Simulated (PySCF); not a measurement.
**PdS₂: structure of the triplet**

The task is one start of a wider search on PdS₂: the triplet, from a bent start. It is relaxed, tested by its Hessian and followed downhill if it is a saddle.

The runs use PySCF 2.14.0; PBE0, basis Pd def2-TZVP with ECP28, S def2-TZVP, scalar-relativistic core potentials, no spin–orbit coupling, density fitting.

### Step 1. Where the work starts

3 atoms, charge 0, spin multiplicity 3.

Bond lengths: Pd1–S2 2.110 Å, Pd1–S3 2.110 Å. Angles: S2–Pd1–S3 110.0°.

```xyz
3
charge 0 multiplicity 3
Pd    0.0000    0.0000   -0.4556
S     1.7284    0.0000    0.7546
S    -1.7284    0.0000    0.7546
```

### Step 2. Relaxation: bent start, triplet

The steps below are one call of a driver around PySCF. For each, scf.py gives the equivalent set-up of the SCF; relaxations use the driver's own optimiser. Before each start the driver seeks the lowest SCF state from one or more starting densities and follows internal instabilities, so scf.py alone need not reach the same state.

The program finds C2v symmetry in the start, which this walk keeps. The walk stops when the largest gradient is under 0.0003 Eh/bohr and the energy has settled too.

The input, scf.py:

```python
from pyscf import gto, scf, dft
mol = gto.M(atom='''
Pd     0.000000     0.000000    -0.455615
S      1.728400    -0.000000     0.754585
S     -1.728400     0.000000     0.754585''',
    basis={'Pd': 'def2-TZVP', 'S': 'def2-TZVP'},
    ecp={'Pd': 'def2-TZVP'},
    charge=0, spin=2)
mf = dft.UKS(mol, xc='PBE0')
mf.grids.atom_grid = (50, 194)
aux = {'Pd': 'def2-universal-JKFIT', 'S': 'def2-universal-JKFIT'}
mf = mf.density_fit(auxbasis=aux)
mf.kernel()
```

After this run come: Hessian and properties.

What does the calculation give? Wanted: minimum; geometry; wavenumbers; dipole moment; highest occupied, lowest empty level; polar-tensor charge of Pd1; zero-point energy; atomisation energy; ⟨S²⟩.

As calculated:

| quantity | value |
| --- | --- |
| minimum | triplet, C2v |
| geometry | Pd–S 2.124 Å (×2); S–Pd–S 99.5° |
| wavenumbers (cm⁻¹) | 97 (a1), 405 (b2), 440 (a1) |
| dipole moment | 2.15 D |
| highest occupied, lowest empty level (either spin) | -6.83, -4.67 eV |
| polar-tensor charge of Pd1 | +0.36 e |
| zero-point energy | 5.6 kJ/mol |
| entropy at 298.15 K | 309.0 J/(mol K) |
| atomisation energy (no zero-point energy) | 481 kJ/mol |
| ⟨S²⟩ | 2.012 |

In words: The molecule stays C2v, as typed, and the end point is a minimum. The strongest infrared band lies at 97 cm⁻¹ (a1, bend). Only this shape and spin were tried, so other structures or states may lie lower. Open d and f shells are described by one determinant, and the ground state may have another occupation or spin.
